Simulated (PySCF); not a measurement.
# C5H8BrNO: spin-spin couplings

What spin-spin couplings should C5H8BrNO (`NC[C@@H]1C=C(Br)OC1`) show?

Computed with PySCF 2.14.0, with density-fitted response routines of our own, on a single molecule in the gas phase. Atoms are numbered from 0 throughout.

## (1) The starting structure

16 atoms, charge 0, multiplicity 1; geometry from: GFN2-xTB.

Bonds of the start (Å): N0–C1 1.45, C1–C2 1.55, C2–C3 1.50, C3–C4 1.33, C4–Br5 1.87, C4–O6 1.35, O6–C7 1.43, C7–C2 1.55, N0–H8 1.01, N0–H9 1.01, C1–H10 1.09, C1–H11 1.09, C2–H12 1.10, C3–H13 1.07, C7–H14 1.09, C7–H15 1.10.

## (2) Indirect couplings: B3LYP/pcSseg-1+pcJ-1

Job settings and geometry (Å):

```
{"job": {"kind": "j", "xc": "B3LYP", "basis": "pcJ-1"}, "charge": 0, "multiplicity": 1}
N     -2.364689    -0.050669     0.624198
C     -1.221665    -0.705985     0.029930
C     -0.095098     0.243784    -0.438062
C      1.024030    -0.492172    -1.121928
C      2.131292    -0.307822    -0.415552
Br     3.849620    -0.975349    -0.725884
O      2.017617     0.479581     0.680061
C      0.656838     0.910241     0.738662
H     -2.095322     0.483277     1.443079
H     -2.796904     0.586538    -0.035956
H     -1.577780    -1.278809    -0.830046
H     -0.816875    -1.410333     0.761689
H     -0.535924     0.996641    -1.101897
H      0.914132    -1.077778    -2.010456
H      0.649687     2.002745     0.680908
H      0.253442     0.605054     1.709844
```

Level: B3LYP/pcJ-1 Br:pcSseg-1 indirect spin-spin coupling, non-relativistic, gas phase.

The run is started by

```sh
$ OMP_NUM_THREADS=1 python probes_run.py task.json out
```

The driver reads the jobs from task.json and runs them one after another.

What will the session give for the following? largest coupling (B3LYP/pcSseg-1+pcJ-1). Wanted: largest coupling.

The runs gave:

| quantity | value |
| --- | --- |
| largest coupling (B3LYP/pcSseg-1+pcJ-1) | ¹J(C,H) C3–H13, 189.1 Hz |

What this shows: In the run at B3LYP/pcSseg-1+pcJ-1, the largest coupling is C3–H13, 189.1 Hz, of which the Fermi-contact term gives 187.7 Hz. Couplings across rotatable bonds belong to this one conformer; where others are populated, the observed values are averages. Spin-orbit coupling is left out, which matters for shieldings and couplings at and beside the heavy atoms.
